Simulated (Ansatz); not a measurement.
# Cl2H6OW: the cost of one run

Program: Ansatz 0.2.0. Level of theory: RKS PBE0-D4/def2-SVP. These are calculated values, not measurements.

## 1. The system as given

Bond lengths: W1–H2 2.070 Å, W1–H3 1.720 Å, W1–H4 1.720 Å, W1–Cl5 2.390 Å, W1–Cl6 2.390 Å, W1–H7 1.720 Å, W1–O8 2.240 Å, Cl5–H9 1.207 Å, O8–H9 1.010 Å, W1–H10 2.196 Å. Angles (14 of 35 angles, heavy atoms first): Cl5–W1–Cl6 90.0°, Cl5–W1–O8 44.5°, Cl6–W1–O8 128.8°, W1–Cl5–O8 63.2°, W1–O8–Cl5 72.3°, H2–W1–Cl5 90.0°, H2–W1–Cl6 90.0°, H2–W1–O8 71.6°, H3–W1–Cl5 180.0°, H3–W1–Cl6 90.0°, H3–W1–O8 135.5°, H4–W1–Cl5 90.0°, H4–W1–Cl6 180.0°, H4–W1–O8 51.2°.

Coordinates:

```xyz
10

W     0.0000    0.0000    0.0000
H     0.0000    0.0000    2.0700
H     1.7200    0.0000    0.0000
H     0.0000    1.7200    0.0000
Cl   -2.3900    0.0000    0.0000
Cl    0.0000   -2.3900    0.0000
H     0.0000    0.0000   -1.7200
O    -1.5969    1.4031    0.7063
H    -2.4693    1.1782    0.2499
H    -0.7937    0.6974    1.9256
```

## 2. Pulling towards end A

Springs on the bonds that form and break draw the guess towards this end; the thresholds are loose.

Input file input.yaml:

```yaml
crystal:
  periodic: [false, false, false]
  atoms:
    - { symbol: W, position_ang: [0.0, 0.0, 0.0] }
    - { symbol: H, position_ang: [0.0, 0.0, 2.07] }
    - { symbol: H, position_ang: [1.72, 0.0, 0.0] }
    - { symbol: H, position_ang: [0.0, 1.72, 0.0] }
    - { symbol: Cl, position_ang: [-2.39, 0.0, 0.0] }
    - { symbol: Cl, position_ang: [0.0, -2.39, 0.0] }
    - { symbol: H, position_ang: [0.0, 0.0, -1.72] }
    - { symbol: O, position_ang: [-1.5969, 1.4031, 0.7063] }
    - { symbol: H, position_ang: [-2.4693, 1.1782, 0.2499] }
    - { symbol: H, position_ang: [-0.7937, 0.6974, 1.9256] }
basis:
  gaussian: { orbitals: def2-SVP }
hamiltonian:
  xc: pbe0
  dispersion: d4
relax:
  f_tol: 0.15
  max_steps: 25
  restrain:
    - { distance: [0, 7], at: 3.14, k: 30.0 }
    - { distance: [9, 1], at: 1.86, k: 30.0 }
    - { distance: [0, 1], at: 1.72, k: 30.0 }
    - { distance: [9, 7], at: 1.01, k: 30.0 }
output:
  orbitals: {}
```

On the command line:

```console
$ ansatz run input.yaml --threads 2 --pin off --max-ram 3072MiB --backend cpu --events-out ev --progress --plain --runs-dir out
```

What time and memory should one allow on 2 threads of AMD EPYC 7B13 (Zen 3), shared host?

About 67 s, with a peak of 0.3 GiB.
